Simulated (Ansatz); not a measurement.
# C₂H₇BFNSi: small, medium and large basis sets

One table from this session's results is given with a row withheld; the runs are named, their logs left out.

Method: one geometry, several basis sets; program: Ansatz 0.2.0, Gaussian basis.

Levels to be run: PBE0-D4/def2-SVP; ωB97M-V/def2-SVP; PBE0-D4/def2-QZVPP; ωB97M-V/def2-QZVPP; the functionals' def2-TZVPP values are taken from earlier runs.

## Structure used throughout

All runs share one geometry, relaxed beforehand with PBE0-D4 in a triple-zeta def2 set.

13 atoms, charge 0, spin multiplicity 1.

Atoms are counted from 1 here; the program's logs count them from 0.

Bond lengths: C1–Si2 1.861 Å, C1–H7 1.094 Å, C1–H8 1.094 Å, C1–H9 1.090 Å, Si2–N3 1.687 Å, Si2–B4 1.892 Å, N3–H10 1.006 Å, N3–H11 1.007 Å, B4–C5 1.449 Å, B4–H12 1.193 Å, C5–F6 1.345 Å, C5–H13 1.090 Å. Angles: Si2–C1–H7 110.3°, Si2–C1–H8 110.3°, Si2–C1–H9 111.7°, H7–C1–H8 107.9°, H7–C1–H9 108.3°, H8–C1–H9 108.3°, C1–Si2–N3 106.9°, C1–Si2–B4 128.5°, N3–Si2–B4 124.5°, Si2–N3–H10 125.0°, Si2–N3–H11 122.0°, H10–N3–H11 113.0°, Si2–B4–C5 106.3°, Si2–B4–H12 126.1°, C5–B4–H12 127.6°, B4–C5–F6 124.1°, B4–C5–H13 127.6°, F6–C5–H13 108.4°.

As a file:

```xyz
13
charge 0, multiplicity 1
C    -0.55926   -1.29401    0.97910
Si    0.51179   -0.14352   -0.01735
N     2.08252   -0.75676    0.04437
B     0.00881    1.42653   -0.94604
C    -1.41639    1.58219   -0.73792
F    -2.14619    2.59150   -1.24640
H    -0.51947   -2.30526    0.56461
H    -0.20641   -1.34124    2.01319
H    -1.59930   -0.96889    0.98765
H     2.35738   -1.59069    0.53588
H     2.85093   -0.30440   -0.42326
H     0.73475    2.13590   -1.57379
H    -2.07888    0.93395   -0.16505
```

Set-up of the first run:

File in.yaml:

```yaml
crystal:
  periodic: [false, false, false]
  atoms:
    - {symbol: C, position_ang: [-0.559261, -1.294010, 0.979102]}
    - {symbol: Si, position_ang: [0.511791, -0.143515, -0.017351]}
    - {symbol: N, position_ang: [2.082525, -0.756764, 0.044370]}
    - {symbol: B, position_ang: [0.008814, 1.426532, -0.946042]}
    - {symbol: C, position_ang: [-1.416386, 1.582190, -0.737922]}
    - {symbol: F, position_ang: [-2.146187, 2.591504, -1.246400]}
    - {symbol: H, position_ang: [-0.519466, -2.305258, 0.564614]}
    - {symbol: H, position_ang: [-0.206410, -1.341241, 2.013190]}
    - {symbol: H, position_ang: [-1.599301, -0.968892, 0.987651]}
    - {symbol: H, position_ang: [2.357378, -1.590692, 0.535883]}
    - {symbol: H, position_ang: [2.850932, -0.304401, -0.423260]}
    - {symbol: H, position_ang: [0.734754, 2.135897, -1.573791]}
    - {symbol: H, position_ang: [-2.078882, 0.933948, -0.165046]}
basis:
  gaussian: {orbitals: def2-SVP}
hamiltonian: {xc: pbe0, dispersion: d4}
output: {orbitals: {seedname: orbitals}}
```

Steps of the session up to this table: PBE0-D4 in def2-SVP; ωB97M-V in def2-SVP; PBE0-D4 in def2-QZVPP; ωB97M-V in def2-QZVPP.

One of the session's tables, all rows but one given; the rest of the session is left out.

It belongs to the step «Density functionals: the series». 

```
functional       basis  HOMO (eV)
   PBE0-D4    def2-SVP      -5.72
   PBE0-D4  def2-TZVPP      -5.89
   PBE0-D4  def2-QZVPP      -5.93
   ωB97M-V    def2-SVP      -7.69
   ωB97M-V  def2-TZVPP      -7.90
   ωB97M-V  def2-QZVPP          ?
```

Q: Estimate the row for ωB97M-V, def2-QZVPP from the others.

**Answer.** HOMO (eV): -7.94. In the column «HOMO (eV)» it is the lowest.
